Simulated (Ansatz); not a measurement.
# H5Sn: the cost of one run

Method: UKS revPBE-D4/def2-SVP, in Ansatz 0.2.0.

## (1) The system as given

Bond lengths: Sn1–H2 1.990 Å, Sn1–H3 1.740 Å, Sn1–H4 1.739 Å, Sn1–H5 1.739 Å. Angles: H2–Sn1–H3 109.4°, H2–Sn1–H4 109.5°, H2–Sn1–H5 109.5°, H3–Sn1–H4 109.5°, H3–Sn1–H5 109.5°, H4–Sn1–H5 109.5°.

As a file:

```xyz
6

Sn    0.0000    0.0000    0.0000
H     0.0000    0.0000    1.9900
H     1.6408    0.0000   -0.5794
H    -0.8195    1.4198   -0.5794
H    -0.8195   -1.4198   -0.5794
H     0.0000    0.0000    2.9500
```

## (2) A restrained relaxation towards end A

Springs on the bonds that form and break draw the guess towards this end; the thresholds are loose.

input.yaml reads:

```yaml
crystal:
  periodic: [false, false, false]
  atoms:
    - { symbol: Sn, position_ang: [0.0, 0.0, 0.0] }
    - { symbol: H, position_ang: [0.0, 0.0, 1.99] }
    - { symbol: H, position_ang: [1.6408, 0.0, -0.5794] }
    - { symbol: H, position_ang: [-0.8195, 1.4198, -0.5794] }
    - { symbol: H, position_ang: [-0.8195, -1.4198, -0.5794] }
    - { symbol: H, position_ang: [0.0, 0.0, 2.95] }
magnetization:
  spin_polarized: true
  initial_magnetization: 1
basis:
  gaussian: { orbitals: def2-SVP }
hamiltonian:
  xc: revpbe
  dispersion: d4
relax:
  f_tol: 0.15
  max_steps: 25
  restrain:
    - { distance: [1, 5], at: 1.86, k: 30.0 }
    - { distance: [0, 1], at: 1.74, k: 30.0 }
```

Run with:

```
> ansatz run input.yaml --threads 1 --pin off --max-ram 2048MiB --backend cpu --events-out ev --progress --plain --runs-dir out
```

Q: Estimate wall time and peak memory on 1 thread of Arm Neoverse V1, shared host.

About 8.3 s, with a peak of 0.11 GiB.
